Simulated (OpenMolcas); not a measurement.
**CH4BFO2 (SMILES COB(O)F), step by step**

We compute the energy (HF/ANO-RCC-MB), then the energy (CASSCF(2,2)/ANO-RCC-VDZP), then the energy along one coordinate (CASPT2(2,2)/ANO-RCC-VDZP), then an energy scan (SC-NEVPT2(2,2)/ANO-RCC-VDZP), then the energy along one coordinate (MC-PDFT[tPBE](2,2)/ANO-RCC-VDZP) of CH4BFO2. 

Program for the calculation: OpenMolcas 26.06.

## Step 1: The molecule

The species is CH4BFO2 (9 atoms), meant as a singlet with charge 0. SMILES: `COB(O)F`. The coordinates come from a PBE0-D4/def2-TZVP relaxation. This is one conformer, not always the lowest.

Bond lengths: C1–O2 1.414 Å, O2–B3 1.344 Å, B3–O4 1.361 Å, B3–F5 1.336 Å, C1–H6 1.092 Å, C1–H7 1.091 Å, C1–H8 1.092 Å, O4–H9 0.959 Å. Some angles: C1–O2–B3 122.2°, O2–B3–O4 122.7°, O2–B3–F5 117.4°, O4–B3–F5 119.9°, O2–C1–H6 108.8°, O2–C1–H7 111.8°, O2–C1–H8 108.7°, B3–O4–H9 112.6°, H6–C1–H7 109.3°, H6–C1–H8 108.7°.

## Step 2: The energy at HF/ANO-RCC-MB (DKH2) (run 1)

Contents of input.xyz:

```xyz
9

C     -0.649300     0.491300    -1.085900
O     -0.487000     0.689600     0.304600
B      0.320400    -0.085100     1.049500
O      1.040400    -1.114300     0.524700
F      0.401500     0.187700     2.355300
H     -1.701500     0.285200    -1.291400
H     -0.040700    -0.337700    -1.451200
H     -0.363100     1.407000    -1.606600
H      1.567700    -1.570100     1.184000
```

Contents of step1.inp:

```
* CH4BFO2 Hartree-Fock

&GATEWAY
  Coord = input.xyz
  Basis = ANO-RCC-MB
  Group = NoSym

&SEWARD

&SCF
  PrOrbitals = 0

&LOCALISATION
  Occupied
  Freeze
  Pipek-Mezey

&LOCALISATION
  FileOrb = $Project.LocOrb
  Virtual
  Pipek-Mezey
```

Run with:

```sh
export MOLCAS_MEM=1860
pymolcas step1.inp > step1.log
```

Output:

```text
--- Start Module: gateway ---
[...]
--- Stop Module: gateway /rc=_RC_ALL_IS_WELL_ ---
[...]
      Basis functions           29
[...]
       Convergence after  10 Iterations
[...]
::    Total SCF energy                               -314.1410869513
[...]
      Total spin, S                                     0.0000000000
[...]
      Total electronic charge=   40.000000
      Total            charge=   -0.000000
[...]
      Dipole Moment (debye):
      Origin of the operator (angstrom)=    0.1496    0.0194    0.6837
                   X=  7.5253E-01               Y= -1.2993E+00               Z= -1.3374E+00           Total=  2.0107E+00
      Quadrupole Moment (debye*angstrom):
[...]
--- Start Module: localisation ---
[...]
--- Stop Module: localisation /rc=_RC_ALL_IS_WELL_ ---
--- Start Module: localisation ---
[...]
--- Stop Module: localisation /rc=_RC_ALL_IS_WELL_ ---
[...]
```

Run time: 4.2 s. Hardware: 1 thread of Intel Xeon Platinum 8375C at 2.90GHz (Ice Lake), shared host; peak memory 0.38 GiB.

## Step 3: The energy at CASSCF(2,2)/ANO-RCC-VDZP (DKH2, RICD fitting) (run 2)

input.xyz is that of step 2.

Contents of step2.inp:

```
* CH4BFO2 CASSCF
>>> EXPORT MOLCAS_PRINT=2

&gateway
 coord
 input.xyz
 basis
 ANO-RCC-MB
 group
 NoSym

&seward

&rasscf
 fileorb
 $CurrDir/step1.LocOrb
 alter
 2
 1 15 20
 1 21 25
 spin
 1
 nactel
 2 0 0
 inactive
 19
 ras2
 2
 orblisting
 Nothing
>>> COPY $Project.RunFile RUNFIL1
>>> COPY $Project.RasOrb INPORB

&gateway
 coord
 input.xyz
 basis
 ANO-RCC-VDZP
 group
 NoSym
 ricd

&seward
>>> COPY $Project.RunFile RUNFIL2

&expbas

&rasscf
 fileorb
 $Project.ExpOrb
 spin
 1
 nactel
 2 0 0
 inactive
 19
 ras2
 2
 orblisting
 Nothing
```

Run with:

```sh
export MOLCAS_MEM=1860
pymolcas step2.inp > step2.log
```

Output:

```text
--- Start Module: gateway ---
[...]
--- Stop Module: gateway /rc=_RC_ALL_IS_WELL_ ---
[...]
      Basis functions           29
[...]
      Number of active orbitals                  2
[...]
      Spin quantum number                      0.0
[...]
      Active orbitals                            2
[...]
      Number of CSFs                             3
[...]
      Number of root(s) required                 1
[...]
      Convergence after  9 iterations
[...]
      printout of CI-coefficients larger than  0.05 for root  1
      energy=    -314.155393
      conf/sym  11     Coeff  Weight
             1  20   0.99547 0.99097
             3  02  -0.09505 0.00903
      Natural orbitals and occupation numbers for root  1
      sym 1:   1.981932   0.018068
      ************************************************************************************************************************
      *                                                    Final results                                                     *
[...]
::    RASSCF root number  1 Total energy:   -314.15539266
[...]
      Basis functions           90
[...]
--- Start Module: expbas ---
[...]
--- Stop Module: expbas /rc=_RC_ALL_IS_WELL_ ---
--- Start Module: rasscf ---
[...]
      Convergence after 12 iterations
[...]
      Natural orbitals and occupation numbers for root  1
      sym 1:   1.982056   0.017944
      ************************************************************************************************************************
      *                                                    Final results                                                     *
[...]
::    RASSCF root number  1 Total energy:   -314.56556002
[...]
      Total electronic charge=   40.000000
      Total            charge=   -0.000000
[...]
      Dipole Moment (debye):
      Origin of the operator (angstrom)=    0.1496    0.0194    0.6837
                   X=  6.6346E-01               Y= -1.2102E+00               Z= -1.4897E+00           Total=  2.0308E+00
      Quadrupole Moment (debye*angstrom):
[...]
--- Stop Module: rasscf /rc=_RC_ALL_IS_WELL_ ---
[...]
```

Run time: 12 s. Hardware: 1 thread of Intel Xeon Platinum 8375C at 2.90GHz (Ice Lake), shared host; peak memory 0.38 GiB.

## Step 4: The energy along one coordinate at CASPT2(2,2)/ANO-RCC-VDZP (DKH2, RICD fitting, ipea shift 0.25 Eh, pt2 variant SS) (run 3)

Contents of step3.inp:

```
>>> COPY $CurrDir/step2.RasOrb $Project.RasOrb
>>> ForEach K in (1, 2, 3, 4, 5, 6, 7, 8, 9)

&gateway
 coord
 $CurrDir/point$K.xyz
 basis
 ANO-RCC-VDZP
 group
 NoSym
 ricd

&seward

&rasscf
 fileorb
 $Project.RasOrb
 spin
 1
 nactel
 2 0 0
 inactive
 19
 ras2
 2
 orblisting
 Nothing

&caspt2
 imaginary
 0.2
 frozen
 5
>>> EndDo
```

Run with:

```sh
export MOLCAS_MEM=1860
pymolcas step3.inp > step3.log
```

Output:

```text
[...]
      Basis functions           90
[...]
      Number of active orbitals                  2
[...]
      Spin quantum number                      0.0
[...]
      Active orbitals                            2
[...]
      Number of CSFs                             3
[...]
      Number of root(s) required                 1
[...]
      Convergence after  9 iterations
[...]
      printout of CI-coefficients larger than  0.05 for root  1
      energy=    -314.554806
      conf/sym  11     Coeff  Weight
             1  20   0.99688 0.99377
             3  02  -0.07893 0.00623
      Natural orbitals and occupation numbers for root  1
      sym 1:   1.987539   0.012461
      ************************************************************************************************************************
      *                                                    Final results                                                     *
[...]
::    RASSCF root number  1 Total energy:   -314.55480588
[...]
      E2 (Variational):          -0.7839297820
[...]
::    CASPT2 Root  1     Total energy:   -315.33873566
[...]
      Convergence after  9 iterations
[...]
      Natural orbitals and occupation numbers for root  1
      sym 1:   1.982038   0.017962
      ************************************************************************************************************************
      *                                                    Final results                                                     *
[...]
      Convergence after 10 iterations
[...]
      Natural orbitals and occupation numbers for root  1
      sym 1:   1.846249   0.153751
      ************************************************************************************************************************
      *                                                    Final results                                                     *
[...]
      Convergence after 10 iterations
[...]
      Natural orbitals and occupation numbers for root  1
      sym 1:   1.702908   0.297092
      ************************************************************************************************************************
      *                                                    Final results                                                     *
[...]
      Convergence after  9 iterations
[...]
      Natural orbitals and occupation numbers for root  1
      sym 1:   1.463450   0.536550
      ************************************************************************************************************************
      *                                                    Final results                                                     *
[...]
::    RASSCF root number  1 Total energy:   -314.41508937
[...]
::    CASPT2 Root  1     Total energy:   -315.18938347
[...]
      Convergence after  8 iterations
[...]
      Natural orbitals and occupation numbers for root  1
      sym 1:   1.197466   0.802534
      ************************************************************************************************************************
      *                                                    Final results                                                     *
[...]
::    RASSCF root number  1 Total energy:   -314.40580501
[...]
      Dipole Moment (debye):
      Origin of the operator (angstrom)=    2.2267    0.4263    1.0893
                   X=  1.4414E+00               Y= -1.1041E+00               Z= -1.1346E+00           Total=  2.1410E+00
      Quadrupole Moment (debye*angstrom):
[...]
      E2 (Variational):          -0.7723708694
      Total energy:            -315.1781758734
[...]
      Reference weight:           0.82363
[...]
::    CASPT2 Root  1     Total energy:   -315.17817587
[...]
```

It took 77 s on 1 thread of Intel Xeon Platinum 8375C at 2.90GHz (Ice Lake), shared host; peak memory 0.085 GiB.

The scan, from its lowest point:

```
H6–C1 (Å)  energy (kJ/mol)
    0.983             26.4
    1.092              0.0
    1.201             13.7
    1.365             69.4
    1.583            161.8
    1.856            266.3
    2.183            355.4
    2.620            418.5
    3.275            447.9
```

## Step 5: The energy along one coordinate at SC-NEVPT2(2,2)/ANO-RCC-VDZP (DKH2, RICD fitting, pt2 variant SC-NEVPT2) (run 4)

Contents of step4.input:

```
>>> COPY $CurrDir/step2.RasOrb $Project.RasOrb
>>> ForEach K in (1, 2, 3, 4, 5, 6, 7, 8, 9)

&GATEWAY
 Coord=$CurrDir/point$K.xyz
 Basis=ANO-RCC-VDZP
 Group=NoSym
 RICD

&SEWARD

&RASSCF
 FileOrb=$Project.RasOrb
 Spin=1
 Nactel=2 0 0
 Inactive=19
 Ras2=2
 OrbListing=Nothing

&CASPT2
 SC-NEVPT2
 Frozen=5
>>> EndDo
```

Run with:

```sh
export MOLCAS_MEM=1860
pymolcas step4.input > step4.log
```

Output:

```text
--- Start Module: gateway ---
[...]
--- Stop Module: gateway /rc=_RC_ALL_IS_WELL_ ---
[...]
      Basis functions           90
[...]
      Number of active orbitals                  2
[...]
      Spin quantum number                      0.0
[...]
      Active orbitals                            2
[...]
      Number of CSFs                             3
[...]
      Number of root(s) required                 1
[...]
      Convergence after  9 iterations
[...]
      printout of CI-coefficients larger than  0.05 for root  1
      energy=    -314.554806
      conf/sym  11     Coeff  Weight
             1  20   0.99688 0.99377
             3  02  -0.07893 0.00623
      Natural orbitals and occupation numbers for root  1
      sym 1:   1.987539   0.012461
      ************************************************************************************************************************
      *                                                    Final results                                                     *
[...]
::    RASSCF root number  1 Total energy:   -314.55480588
[...]
      E2 (Variational):          -0.7805948340
[...]
::    SC-NEVPT2 Root  1     Total energy:   -315.33536813
[...]
      Convergence after  9 iterations
[...]
      Natural orbitals and occupation numbers for root  1
      sym 1:   1.982038   0.017962
      ************************************************************************************************************************
      *                                                    Final results                                                     *
[...]
      Convergence after 10 iterations
[...]
      Natural orbitals and occupation numbers for root  1
      sym 1:   1.846249   0.153751
      ************************************************************************************************************************
      *                                                    Final results                                                     *
[...]
      Convergence after 10 iterations
[...]
      Natural orbitals and occupation numbers for root  1
      sym 1:   1.702908   0.297092
      ************************************************************************************************************************
      *                                                    Final results                                                     *
[...]
      Convergence after  9 iterations
[...]
      Natural orbitals and occupation numbers for root  1
      sym 1:   1.463450   0.536550
      ************************************************************************************************************************
      *                                                    Final results                                                     *
[...]
::    RASSCF root number  1 Total energy:   -314.41508937
[...]
::    SC-NEVPT2 Root  1     Total energy:   -315.18614017
[...]
--- Start Module: rasscf ---
[...]
      Convergence after  8 iterations
[...]
      Natural orbitals and occupation numbers for root  1
      sym 1:   1.197466   0.802534
      ************************************************************************************************************************
      *                                                    Final results                                                     *
[...]
::    RASSCF root number  1 Total energy:   -314.40580501
[...]
      Total electronic charge=   40.000000
      Total            charge=   -0.000000
[...]
--- Stop Module: rasscf /rc=_RC_ALL_IS_WELL_ ---
[...]
      E2 (Variational):          -0.7693629994
      Total energy:            -315.1751680034
[...]
      Reference weight:           0.82388
[...]
::    SC-NEVPT2 Root  1     Total energy:   -315.17516800
[...]
```

Run time: 72 s. Hardware: 1 thread of Intel Xeon Platinum 8375C at 2.90GHz (Ice Lake), shared host; peak memory 0.085 GiB.

The scan, from its lowest point:

```
H6–C1 (Å)  energy (kJ/mol)
    0.983             27.3
    1.092              0.0
    1.201             13.0
    1.365             67.9
    1.583            159.9
    1.856            265.1
    2.183            355.5
    2.620            419.1
    3.275            447.9
```

## Step 6: An energy scan at MC-PDFT[tPBE](2,2)/ANO-RCC-VDZP (DKH2, RICD fitting) (run 5)

Contents of step5.inp:

```
* CH4BFO2 MC-PDFT
>>> COPY $CurrDir/step2.RasOrb $Project.RasOrb
>>> ForEach K in (1, 2, 3, 4, 5, 6, 7, 8, 9)
&GATEWAY
COORD
$CurrDir/point$K.xyz
BASIS
ANO-RCC-VDZP
GROUP
NoSym
RICD
&SEWARD
&RASSCF
FILEORB
$Project.RasOrb
SPIN
1
NACTEL
2 0 0
INACTIVE
19
RAS2
2
ORBLISTING
Nothing
&MCPDFT
KSDFT
T:PBE
>>> EndDo
```

Run with:

```sh
export MOLCAS_MEM=1860
pymolcas step5.inp > step5.log
```

Output:

```text
--- Start Module: gateway ---
[...]
--- Stop Module: gateway /rc=_RC_ALL_IS_WELL_ ---
[...]
      Basis functions           90
[...]
      Number of active orbitals                  2
[...]
      Spin quantum number                      0.0
[...]
      Active orbitals                            2
[...]
      Number of CSFs                             3
[...]
      Number of root(s) required                 1
[...]
      Convergence after  9 iterations
[...]
      printout of CI-coefficients larger than  0.05 for root  1
      energy=    -314.554806
      conf/sym  11     Coeff  Weight
             1  20   0.99688 0.99377
             3  02  -0.07893 0.00623
      Natural orbitals and occupation numbers for root  1
      sym 1:   1.987539   0.012461
      ************************************************************************************************************************
      *                                                    Final results                                                     *
[...]
::    RASSCF root number  1 Total energy:   -314.55480588
[...]
::    MCPDFT root number  1 Total energy:   -315.76317413
[...]
      Convergence after  9 iterations
[...]
      Natural orbitals and occupation numbers for root  1
      sym 1:   1.982038   0.017962
      ************************************************************************************************************************
      *                                                    Final results                                                     *
[...]
      Convergence after 10 iterations
[...]
      Natural orbitals and occupation numbers for root  1
      sym 1:   1.846249   0.153751
      ************************************************************************************************************************
      *                                                    Final results                                                     *
[...]
      Convergence after 10 iterations
[...]
      Natural orbitals and occupation numbers for root  1
      sym 1:   1.702908   0.297092
      ************************************************************************************************************************
      *                                                    Final results                                                     *
[...]
      Convergence after  9 iterations
[...]
      Natural orbitals and occupation numbers for root  1
      sym 1:   1.463450   0.536550
      ************************************************************************************************************************
      *                                                    Final results                                                     *
[...]
::    RASSCF root number  1 Total energy:   -314.41508937
[...]
::    MCPDFT root number  1 Total energy:   -315.60513386
[...]
      Convergence after  8 iterations
[...]
      Natural orbitals and occupation numbers for root  1
      sym 1:   1.197466   0.802534
      ************************************************************************************************************************
      *                                                    Final results                                                     *
[...]
::    RASSCF root number  1 Total energy:   -314.40580501
[...]
      Total electronic charge=   40.000000
      Total            charge=   -0.000000
[...]
      Dipole Moment (debye):
      Origin of the operator (angstrom)=    2.2267    0.4263    1.0893
                   X=  1.4414E+00               Y= -1.1041E+00               Z= -1.1346E+00           Total=  2.1410E+00
      Quadrupole Moment (debye*angstrom):
[...]
::    MCPDFT root number  1 Total energy:   -315.59288820
[...]
```

Run time: 81 s. Hardware: 1 thread of Intel Xeon Platinum 8375C at 2.90GHz (Ice Lake), shared host; peak memory 0.085 GiB.

The scan, from its lowest point:

```
H6–C1 (Å)  energy (kJ/mol)
    0.983             26.7
    1.092              0.0
    1.201             13.1
    1.365             67.9
    1.583            160.8
    1.856            269.9
    2.183            368.3
    2.620            441.6
    3.275            473.8
```

## Step 7: Results

| quantity | value |
| --- | --- |
| run 1, HF/ANO-RCC-MB: total energy | -314.14109 Eh |
| run 1, HF/ANO-RCC-MB: dipole moment | 2.01 D |
| run 1, HF/ANO-RCC-MB: HOMO energy | -13.77 eV |
| run 1, HF/ANO-RCC-MB: LUMO energy | 5.34 eV |
| run 1, HF/ANO-RCC-MB: HOMO–LUMO gap | 19.11 eV |
| run 2, CASSCF(2,2)/ANO-RCC-VDZP: total energy | -314.56556 Eh |
| run 2, CASSCF(2,2)/ANO-RCC-VDZP: dipole moment (CASSCF density) | 2.03 D |
| run 3, CASPT2(2,2)/ANO-RCC-VDZP: lowest energy of the scan | -315.34879 Eh |
| run 4, SC-NEVPT2(2,2)/ANO-RCC-VDZP: lowest energy of the scan | -315.34577 Eh |
| run 5, MC-PDFT[tPBE](2,2)/ANO-RCC-VDZP: lowest energy of the scan | -315.77333 Eh |

Mulliken charges (run 1, HF/ANO-RCC-MB) run from -0.74 on O4 to +1.14 on B3; they depend strongly on the basis. Mulliken charges (run 2, CASSCF(2,2)/ANO-RCC-VDZP) run from -0.45 on O2 to +0.84 on B3.
